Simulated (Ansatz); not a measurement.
# C3H6AlBr: the cost of one run

The runs use Ansatz 0.2.0, Gaussian basis; functionals in def2-TZVPP, the program's frozen cores in correlated methods.

Levels to be run: PBE-D4, r2SCAN-D4, PBE0-D4, B3LYP-D4, ωB97X-V, ωB97M-V, B2PLYP; CCSD(T)/def2-TZVPP; MP2/def2-QZVPP; extrapolation to the limit.

### Step 1. The relaxed structure

An earlier PBE0-D4 in a triple-zeta def2 set relaxation fixed the geometry.

SMILES `C=[C](Br)[AlH][CH3]`, 11 atoms, charge 0, spin multiplicity 1.

Atoms are counted from 1 here; the program's logs count them from 0.

Bond lengths: C1–C2 1.330 Å, C1–H6 1.087 Å, C1–H7 1.086 Å, C2–Br3 1.915 Å, C2–Al4 1.956 Å, Al4–C5 1.949 Å, Al4–H8 1.583 Å, C5–H9 1.093 Å, C5–H10 1.095 Å, C5–H11 1.095 Å. Angles: C2–C1–H6 119.1°, C2–C1–H7 124.0°, H6–C1–H7 116.9°, C1–C2–Br3 118.2°, C1–C2–Al4 124.5°, Br3–C2–Al4 117.3°, C2–Al4–C5 116.9°, C2–Al4–H8 118.9°, C5–Al4–H8 124.2°, Al4–C5–H9 112.3°, Al4–C5–H10 111.1°, Al4–C5–H11 111.3°, H9–C5–H10 107.6°, H9–C5–H11 107.7°, H10–C5–H11 106.5°.

### Step 2. PBE-D4 (GGA)

in.yaml reads:

```yaml
crystal:
  periodic: [false, false, false]
  atoms:
    - {symbol: C, position_ang: [0.091792, 1.877602, 0.436313]}
    - {symbol: C, position_ang: [0.136392, 1.225628, -0.722030]}
    - {symbol: Br, position_ang: [0.313673, 2.249860, -2.329964]}
    - {symbol: Al, position_ang: [0.037514, -0.719582, -0.902088]}
    - {symbol: C, position_ang: [-0.166260, -1.748061, 0.741097]}
    - {symbol: H, position_ang: [-0.008954, 1.311386, 1.359072]}
    - {symbol: H, position_ang: [0.150493, 2.958527, 0.526865]}
    - {symbol: H, position_ang: [0.130146, -1.359268, -2.346867]}
    - {symbol: H, position_ang: [-0.246966, -2.821000, 0.551678]}
    - {symbol: H, position_ang: [0.686284, -1.593055, 1.411073]}
    - {symbol: H, position_ang: [-1.058714, -1.439137, 1.295352]}
basis:
  gaussian: {orbitals: def2-TZVPP}
hamiltonian: {xc: pbe, dispersion: d4}
output: {forces: true, orbitals: {seedname: orbitals}}
```

Launch:

```
$ ansatz run in.yaml --threads 4 --pin off --events-out ev --progress --plain --max-ram 10444MiB
```

Q: Estimate wall time and peak memory on 4 threads of Arm Neoverse V1, shared host.

About 3.1 s, with a peak of 0.38 GiB.
